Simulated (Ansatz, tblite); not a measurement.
# N-butylpyridinium bromide (C9H14BrN): one state, many levels

One table from this session's results is given with a row withheld; the runs are named, their logs left out.

Program: Ansatz 0.2.0, Gaussian basis. Level of theory: as each input shows. These are calculated values, not measurements.

The runs, in order: GFN1-xTB, GFN2-xTB, PBE-D4/def2-TZVP, r2SCAN-D4/def2-TZVP, r2SCAN0-D4/def2-TZVP, r2SCANh-D4/def2-TZVP, PBE-D4/def2-SVP, PBE0-D4/def2-SVP, HF/6-31G, B3LYP-D4/6-31G, MP2/def2-SVP.

## The relaxed structure

The geometry is that of the singlet, from an earlier relaxation (r2SCAN-D4/def2-SVP).

SMILES `CCCC[n+]1ccccc1.[Br-]`, 25 atoms, charge 0, spin multiplicity 1.

Bond lengths: C1–C2 1.524 Å, C1–H11 1.102 Å, C1–H12 1.101 Å, C1–H13 1.102 Å, C2–C3 1.527 Å, C2–H14 1.107 Å, C2–H15 1.105 Å, C3–C4 1.526 Å, C3–H16 1.105 Å, C3–H17 1.103 Å, C4–N5 1.470 Å, C4–H18 1.104 Å, C4–H19 1.100 Å, N5–C6 1.374 Å, N5–C10 1.367 Å, C6–C7 1.425 Å, C6–H20 1.088 Å, C7–C8 1.372 Å and more. Angles: C2–C1–H11 111.3°, C2–C1–H12 111.5°, C2–C1–H13 111.0°, H11–C1–H12 107.6°, H11–C1–H13 107.5°, H12–C1–H13 107.8°, C1–C2–C3 112.5°, C1–C2–H14 109.8°, C1–C2–H15 109.6°, C3–C2–H14 109.8°, C3–C2–H15 108.9°, H14–C2–H15 106.0°, C2–C3–C4 111.6°, C2–C3–H16 109.6°, C2–C3–H17 110.6°, C4–C3–H16 109.8°, C4–C3–H17 108.0°, H16–C3–H17 107.1° and more.

PBE0-D4/def2-TZVP was run before; its log isn't repeated, and its numbers join the tables.

The first run:

Tight binding, by tblite at 300 K electronic temperature and without a spin-polarisation term:

```python
tblite.interface.Calculator('GFN1-xTB', numbers, positions, charge=0, uhf=0).singlepoint()
```

Tight binding, by tblite at 300 K electronic temperature and without a spin-polarisation term:

```python
tblite.interface.Calculator('GFN2-xTB', numbers, positions, charge=0, uhf=0).singlepoint()
```

start.molden holds the orbitals of an earlier run on this state, given as this run's starting guess.

in.yaml

```yaml
crystal:
  periodic: [false, false, false]
  atoms:
    - {symbol: C, position_ang: [-3.738041, 0.328750, 0.871375]}
    - {symbol: C, position_ang: [-2.757902, -0.252625, -0.140838]}
    - {symbol: C, position_ang: [-1.302241, -0.061984, 0.279111]}
    - {symbol: C, position_ang: [-0.339253, -0.668895, -0.737353]}
    - {symbol: N, position_ang: [1.073086, -0.395201, -0.435179]}
    - {symbol: C, position_ang: [1.750237, 0.539405, -1.180124]}
    - {symbol: C, position_ang: [3.141942, 0.707736, -0.924872]}
    - {symbol: C, position_ang: [3.719289, 0.126182, 0.175754]}
    - {symbol: C, position_ang: [2.929330, -0.684263, 1.036947]}
    - {symbol: C, position_ang: [1.622256, -0.920987, 0.700845]}
    - {symbol: H, position_ang: [-3.628313, -0.153060, 1.856818]}
    - {symbol: H, position_ang: [-4.781033, 0.191841, 0.547378]}
    - {symbol: H, position_ang: [-3.567331, 1.408145, 1.009996]}
    - {symbol: H, position_ang: [-2.967302, -1.329025, -0.291102]}
    - {symbol: H, position_ang: [-2.912978, 0.227747, -1.124350]}
    - {symbol: H, position_ang: [-1.139352, -0.523410, 1.270402]}
    - {symbol: H, position_ang: [-1.064500, 1.011124, 0.376699]}
    - {symbol: H, position_ang: [-0.468645, -1.763350, -0.804927]}
    - {symbol: H, position_ang: [-0.536327, -0.248321, -1.734306]}
    - {symbol: H, position_ang: [1.338465, 0.733963, -2.167976]}
    - {symbol: H, position_ang: [3.703225, 1.358736, -1.597523]}
    - {symbol: H, position_ang: [4.779430, 0.282507, 0.391306]}
    - {symbol: H, position_ang: [3.345875, -1.139073, 1.936974]}
    - {symbol: H, position_ang: [0.963758, -1.561287, 1.291431]}
    - {symbol: Br, position_ang: [0.836325, 2.785343, -0.606475]}
basis:
  gaussian: {orbitals: def2-TZVP, initial_orbitals: start.molden}
hamiltonian: {xc: pbe, dispersion: d4}
scf: {omitted_lower_state_checks: [starts]}
output: {orbitals: {seedname: orbitals}}
```

On the command line:

```console
> ansatz run in.yaml --threads 4 --pin off --events-out ev --progress --plain --max-ram 6963MiB
```

Steps of the session up to this table: PBE-D4/def2-TZVP; r2SCAN-D4/def2-TZVP; r2SCAN0-D4/def2-TZVP; r2SCANh-D4/def2-TZVP; PBE-D4/def2-SVP; PBE0-D4/def2-SVP; HF/6-31G; B3LYP-D4/6-31G; MP2/def2-SVP.

One table of the session follows, with a row left open; its other results are not shown here.

It belongs to the step «Binding energy». 

```
               level  binding an atom (eV)
            HF/6-31G                 3.037
         HF/def2-SVP                 3.250
     PBE-D4/def2-SVP                 4.540
    PBE-D4/def2-TZVP                 4.488
 r2SCAN-D4/def2-TZVP                     ?
r2SCANh-D4/def2-TZVP                 4.347
      B3LYP-D4/6-31G                 4.290
    PBE0-D4/def2-SVP                 4.461
   PBE0-D4/def2-TZVP                 4.406
r2SCAN0-D4/def2-TZVP                 4.311
        MP2/def2-SVP                 4.237
```

Estimate the missing values for r2SCAN-D4/def2-TZVP.

Worked estimate for «binding an atom (eV)». Against the share of exact exchange, r2SCANh-D4/def2-TZVP (0.1, 4.347), r2SCAN0-D4/def2-TZVP (0.25, 4.311) give a slope of -0.240 per unit share; at 0 the line stands at 4.371.

As computed: binding an atom (eV): 4.373. In «binding an atom (eV)» the line misses by -0.002.

Limits of these values: Free atoms were run apart at each level; binding is atoms less cluster, divided by the number of atoms, without zero-point or spin-orbit terms.
